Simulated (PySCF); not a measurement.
# BiF4 (Bi(F)4+): the cost of one run

Computed with PySCF 2.14.0. Level: several levels, as the steps say, no spin–orbit coupling.

2 further runs of the same task are left out: 2 for a known fault of the program.

## (1) Starting geometry

5 atoms, charge 1, spin multiplicity 1.

Bond lengths: Bi1–F2 1.998 Å, Bi1–F3 1.998 Å, Bi1–F4 1.998 Å, Bi1–F5 1.998 Å. Angles: F2–Bi1–F3 109.5°, F2–Bi1–F4 109.5°, F2–Bi1–F5 109.5°, F3–Bi1–F4 109.5°, F3–Bi1–F5 109.5°, F4–Bi1–F5 109.5°.

Coordinates:

| atom | x (Å) | y (Å) | z (Å) |
| --- | --- | --- | --- |
| Bi1 | 0.0000 | 0.0000 | 0.0000 |
| F2 | 1.1535 | 1.1535 | 1.1535 |
| F3 | -1.1535 | -1.1535 | 1.1535 |
| F4 | 1.1535 | -1.1535 | -1.1535 |
| F5 | -1.1535 | 1.1535 | -1.1535 |

Formal oxidation states: Bi +5. An earlier session relaxed this geometry at TPSS, Bi def2-SVP with ECP60, F def2-SVP (singlet, point group Td).

At TPSS on the finer grid: E = -613.237601 Eh, HOMO -16.83 eV, LUMO -14.39 eV, Mulliken charge on Bi1 +1.82 e, largest force component 0.015 eV/Å. 

Levels to run: r2SCAN; PBE; BLYP; TPSSh; TPSS, TZVP; TPSS, x2c-SVP. Hardware: 2 threads of Arm Neoverse V1, shared host.

## (2) r2SCAN

Input file run.py (the lines that set the calculation):

```python
mol = gto.M(atom='''
Bi     0.00000     0.00000     0.00000
F      1.15353     1.15353     1.15353
F     -1.15353    -1.15353     1.15353
F      1.15353    -1.15353    -1.15353
F     -1.15353     1.15353    -1.15353''',
    basis={'Bi': 'def2-SVP', 'F': 'def2-SVP'},
    ecp={'Bi': 'def2-SVP'},
    charge=1, spin=0)
mf = dft.RKS(mol, xc='R2SCAN')
mf.grids.atom_grid = (75, 302)
mf = mf.density_fit()  # fitting sets: Bi def2-universal-JKFIT, F def2-universal-JKFIT
mf.conv_tol = 1e-08; mf.max_cycle = 55
mf.kernel(dm0)  # dm0: the density of the relaxed state
```

Command:

```sh
$ OMP_NUM_THREADS=2 python run.py
```

**Question.** How long does this run take on 2 threads of Arm Neoverse V1, shared host?

About 3.9 s.
